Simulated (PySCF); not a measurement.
# C2H9PSSi2: electronic excitations

What electronic excitations should C2H9PSSi2 (`C=C[Si@H](P)S[SiH3]`) show?

Computed with PySCF 2.14.0, with density-fitted response routines of our own, on a single molecule in the gas phase. Atoms are numbered from 0 throughout.

**1. Starting geometry**

15 atoms, charge 0, multiplicity 1; geometry from: GFN2-xTB.

Bonds of the start (Å): C0–C1 1.32, C1–Si2 1.88, Si2–P3 2.25, Si2–S4 2.16, S4–Si5 2.15, C0–H6 1.08, C0–H7 1.08, C1–H8 1.08, Si2–H9 1.47, P3–H10 1.38, P3–H11 1.38, Si5–H12 1.46, Si5–H13 1.45, Si5–H14 1.46.

**2. TDDFT and polarisability: CAM-B3LYP/def2-SVPD**

What the job is given:

```
{"job": {"kind": "uv", "xc": "CAM-B3LYP", "basis": "def2-SVPD", "nstates": 8, "ntriplets": 3}, "charge": 0, "multiplicity": 1}
C     -2.875720    -0.165618    -0.800913
C     -1.935641    -0.981972    -0.353298
Si    -0.292498    -0.387785     0.344683
P     -0.116675     1.815540    -0.064062
S      1.227865    -1.556675    -0.659518
Si     2.960944    -0.294538    -0.755903
H     -3.808773    -0.517133    -1.213340
H     -2.746464     0.907512    -0.776728
H     -2.090902    -2.051312    -0.404023
H     -0.165287    -0.730680     1.768830
H      0.963418     2.008326     0.780215
H     -1.021250     2.152574     0.925401
H      2.605438     0.920293    -1.479539
H      3.923782    -1.127309    -1.451371
H      3.367349     0.016765     0.611999
```

Level: TDDFT CAM-B3LYP/def2-SVPD, vertical, gas phase, core orbitals frozen in the response.

Command:

```sh
OMP_NUM_THREADS=1 python probes_run.py task.json out
```

The driver reads the jobs from task.json and runs them one after another.

Standard output:

```text
coarse grid: 14248 points
cycle   1  E = -1399.4838669983  dE =  3.276e-01  |g| = 3.526e-01  |ddm| = 4.975e+00
cycle   2  E = -1399.5016148384  dE = -1.775e-02  |g| = 2.869e-01  |ddm| = 1.267e+00
cycle   3  E = -1399.5266700196  dE = -2.506e-02  |g| = 3.219e-02  |ddm| = 6.361e-01
cycle   4  E = -1399.5270003268  dE = -3.303e-04  |g| = 1.677e-02  |ddm| = 1.051e-01
cycle   5  E = -1399.5270741126  dE = -7.379e-05  |g| = 5.381e-03  |ddm| = 3.339e-02
cycle   6  E = -1399.5270822671  dE = -8.155e-06  |g| = 1.053e-03  |ddm| = 9.196e-03
final grid: 118288 points
cycle   7  E = -1399.6900392949  dE = -1.492e-05  |g| = 2.025e-03  |ddm| = 4.916e-02
cycle   8  E = -1399.6900395670  dE = -2.722e-07  |g| = 1.897e-03  |ddm| = 7.057e-03
cycle   9  E = -1399.6900405233  dE = -9.562e-07  |g| = 2.341e-04  |ddm| = 2.695e-03
cycle  10  E = -1399.6900405360  dE = -1.275e-08  |g| = 1.392e-04  |ddm| = 5.894e-04
cycle  11  E = -1399.6900405415  dE = -5.502e-09  |g| = 1.626e-05  |ddm| = 2.554e-04
cycle  12  E = -1399.6900405416  dE = -1.291e-10  |g| = 5.325e-06  |ddm| = 6.091e-05
converged SCF energy = -1399.6900405416

Static polarisability (au): isotropic 124.462, principal 99.534 124.049 149.804

Singlet excitations
state   eV       nm        f      main configurations
  1   5.7120    217.1   0.01410   H->L 0.85
  2   5.9551    208.2   0.00623   H->L+1 0.74, H->L+3 0.10
  3   6.2768    197.5   0.01233   H-1->L 0.58
  4   6.4487    192.3   0.00720   H->L+2 0.48, H->L+3 0.14, H-1->L 0.11
  5   6.6542    186.3   0.00561   H-1->L+3 0.18, H-4->L 0.09, H-1->L+1 0.09
  6   6.6970    185.1   0.01371   H->L+3 0.27, H->L+5 0.13, H->L+2 0.11
  7   6.8311    181.5   0.03789   H->L+4 0.30, H-1->L+1 0.15, H->L+3 0.10
  8   6.9447    178.5   0.02510   H->L+5 0.23, H-1->L+1 0.10, H->L+4 0.09

Triplet excitations (Tamm-Dancoff, eV): 4.3409 5.3891 5.6057
```

It took 1.7 min on 1 thread of Intel Xeon at 2.50GHz, shared host; peak memory 0.97 GiB.

Frontier orbitals and where they lie:

```
orbital     eV                        atoms
 HOMO−3  -9.79    S4 42 %, P3 19 %, Si5 7 %
 HOMO−2  -9.51    C1 32 %, C0 32 %, S4 11 %
 HOMO−1  -8.99   P3 50 %, S4 16 %, Si2 13 %
   HOMO  -8.38    S4 60 %, P3 10 %, Si2 9 %
   LUMO   0.33    C0 24 %, C1 21 %, S4 11 %
 LUMO+1   0.75    Si5 27 %, S4 18 %, P3 9 %
 LUMO+2   1.01  Si5 18 %, S4 12 %, Si2 11 %
```

With each of the 8 states as a Gaussian band of 0.4 eV half-width at 1/e, the curve within the window shown has maxima at 182 nm (ε 3,400) L/(mol cm). Beyond the last state computed it falls off for lack of states. The curve at chosen wavelengths:

(nm, ε (L/mol/cm)): (171, 1224), (174, 2013), (177, 2768), (180, 3254), (182, 3362), (185, 3216), (188, 2821), (191, 2341), (194, 1899), (197, 1553), (199, 1381), (202, 1199), (205, 1086), (208, 1016), (211, 962), (214, 903), (216, 852), (219, 759), (222, 646), (225, 525), (228, 406), (231, 299), (233, 238), (236, 163), (239, 107), (242, 67)

Ground-state properties from the same run:

```
           property  computed
  dipole moment (D)      1.19
polarisability (Å³)     18.44
 HOMO–LUMO gap (eV)      8.71
      −ε(HOMO) (eV)      8.38
```

**3. What came out**

| quantity | value |
| --- | --- |
| lowest singlet (CAM-B3LYP/def2-SVPD) | 5.71 eV (217 nm), f = 0.014 |
| brightest single state of those computed | state 7, 6.83 eV, f = 0.038 |
| lowest triplet | 4.34 eV |

The lowest singlet, at 5.71 eV, is HOMO→LUMO 0.85 and is weak; of the 8 states computed, the strongest absorption comes from state 7 at 6.83 eV. The lowest triplet lies 1.37 eV below the lowest singlet (triplets in Tamm-Dancoff, singlets in full TDDFT).
